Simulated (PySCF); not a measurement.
# C₄H₆N₂OSi: electronic excitations

Aim: predict the electronic excitations of C₄H₆N₂OSi (`C=NC(=C)O[SiH2]C#N`).

Computed with PySCF 2.14.0, with density-fitted response routines of our own, on a single molecule in the gas phase. Atoms are numbered from 0 throughout.

### Step 1. The molecule as given

14 atoms, charge 0, multiplicity 1; geometry from: GFN2-xTB.

Bonds of the start (Å): C0–N1 1.26, N1–C2 1.38, C2–C3 1.33, C2–O4 1.36, O4–Si5 1.62, Si5–C6 1.87, C6–N7 1.15, C0–H8 1.08, C0–H9 1.09, C3–H10 1.07, C3–H11 1.07, Si5–H12 1.45, Si5–H13 1.46.

### Step 2. TDDFT and polarisability: PBE0/def2-SVPD

What the job is given:

```
{"job": {"kind": "uv", "xc": "PBE0", "basis": "def2-SVPD", "nstates": 8, "ntriplets": 3}, "charge": 0, "multiplicity": 1}
C     -2.178033    -1.464637    -0.758305
N     -1.916089    -0.233614    -0.845145
C     -0.760424     0.317269    -0.338127
C     -0.539486     1.620134    -0.512293
O      0.093444    -0.516570     0.317815
Si     1.436622    -0.328583     1.201296
C      2.787599     0.486439     0.189500
N      3.610737     0.992630    -0.425475
H     -3.109716    -1.806283    -1.183475
H     -1.534806    -2.210475    -0.289306
H     -1.259680     2.209342    -1.045763
H      0.350371     2.098433    -0.145796
H      1.794362    -1.713182     1.461513
H      1.224422     0.548626     2.351394
```

Method: TDDFT PBE0/def2-SVPD, vertical, gas phase, core orbitals frozen in the response.

Launch:

```console
> OMP_NUM_THREADS=1 python probes_run.py task.json out
```

The driver reads the jobs from task.json and runs them one after another.

Predict these results of the whole session: lowest singlet (PBE0/def2-SVPD); brightest single state of those computed; lowest triplet.

**Answer**, as computed:

| quantity | value |
| --- | --- |
| lowest singlet (PBE0/def2-SVPD) | 4.51 eV (275 nm), f = 0.001 |
| brightest single state of those computed | state 3, 5.43 eV, f = 0.334 |
| lowest triplet | 3.12 eV |

What this shows: The first singlet state (HOMO−1→LUMO 0.97) lies at 4.51 eV and is weak; of the 8 states computed, the strongest absorption comes from state 3 at 5.43 eV. The lowest triplet lies 1.38 eV below the lowest singlet (triplets in Tamm-Dancoff, singlets in full TDDFT).
